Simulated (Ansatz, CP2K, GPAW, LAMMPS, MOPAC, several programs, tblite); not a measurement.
**Si (diamond) from semi-empirical methods to plane-wave DFT**

Si (diamond), relaxed with r2SCAN in Ansatz, was computed with several methods. It is cubic, Fd-3m (No. 227); conventional cell a = 5.444 Å, 20.17 Å³ an atom. Around Si lie 4 Si at 2.36 Å. The values are computed, spin-unpolarised, and not measurements.

Space group Fd-3m:1 (No. 227). a = 5.444 Å, b = 5.444 Å, c = 5.444 Å, α = 90.00°, β = 90.00°, γ = 90.00°
```
atom  site  symmetry       x       y       z
  Si    8b      -43m  0.0000  0.0000  0.5000
```

Gaps and times are for a single point on this cell; volume and bulk modulus come from each method's own relaxation or energy curve at fixed shape. Times are rough, from shared hosts (Arm Neoverse V2), and each method has its own mesh and cell size. A star marks a curve whose lowest point is an end point. PM6 (MOPAC), PM7 (MOPAC), GFN1-xTB (tblite), GFN2-xTB (tblite) treat a cluster of cells at its zone centre, which samples few k points: where these miss a band edge, the gap comes out too large for that reason alone. Gaps from k meshes are read at a limited set of points (mesh, symmetry points, PBE's band edges), so each method's own least gap may be somewhat smaller. Force fields have no electrons; where one was fitted to this phase, its volume and modulus reflect the fit. xTB and the PM methods were fitted mostly to molecules, and can miss a solid's gap by electronvolts. Minimal bases can be far off for gaps. GLLB-SC's gap includes the derivative discontinuity. d marks a direct gap, i an indirect one (no mark: not told apart), a dash a value that wasn't computed or didn't pass its checks.

```csv
method,kind,gap (eV),own volume (Å³/atom),bulk modulus (GPa),atoms computed,processor time
Si.sw (LAMMPS),force field,–,20.02,101,2,0.1 s
Si.tersoff (LAMMPS),force field,–,20.03,98,2,0.1 s
SiC_Erhart-Albe.tersoff (LAMMPS),force field,–,20.00,99,2,0.1 s
Si.edip (LAMMPS),force field,–,20.02,–,2,0.11 s
light PBE (260 eV and a coarse mesh),light plane-wave,0.56 i,–,–,2,0.33 s
non-self-consistent DFTB (CP2K),tight binding,2.84 i,–,–,2,0.38 s
PBE,semilocal,0.58 i,20.46,89,2,0.81 s
r2SCAN,semilocal,0.77 i,20.17,97,2,2 s
GFN1-xTB (tblite),tight binding,0.43,22.20*,86*,64,2.5 s
PBE/SZV (CP2K),small basis,2.66 i,21.33,88,2,2.7 s
GFN2-xTB (tblite),tight binding,1.67,19.60,120,64,3.3 s
PBE/single zeta (GPAW),small basis,1.69 i,–,–,2,3.5 s
GLLB-SC (GPAW),model potential,1.06,–,–,2,4.5 s
PBE/DZVP (CP2K),small basis,0.64 i,20.43,90,2,6.3 s
PM7 (MOPAC),semi-empirical,6.65,18.11*,188*,64,11 s
PM6 (MOPAC),semi-empirical,3.60,–,–,64,100 s
```

Against r2SCAN (0.77 eV) and with closed or daggered gaps left aside, the nearest gap at the points sampled is that of PBE/DZVP (CP2K) (-0.13 eV) and the farthest that of PM7 (MOPAC) (+5.88 eV). r2SCAN is only a yardstick of convenience: semilocal gaps usually lie below measured ones, which GLLB-SC and hybrids aim to mend.

Volumes against r2SCAN's: Si.sw (LAMMPS) -0.7 %, Si.tersoff (LAMMPS) -0.7 %, SiC_Erhart-Albe.tersoff (LAMMPS) -0.8 %, Si.edip (LAMMPS) -0.8 %, PBE +1.4 %, PBE/SZV (CP2K) +5.8 %, GFN2-xTB (tblite) -2.8 %, PBE/DZVP (CP2K) +1.3 %.

Relaxed on its own, the cell leaves this structure with non-self-consistent DFTB (CP2K), so no volume is listed.
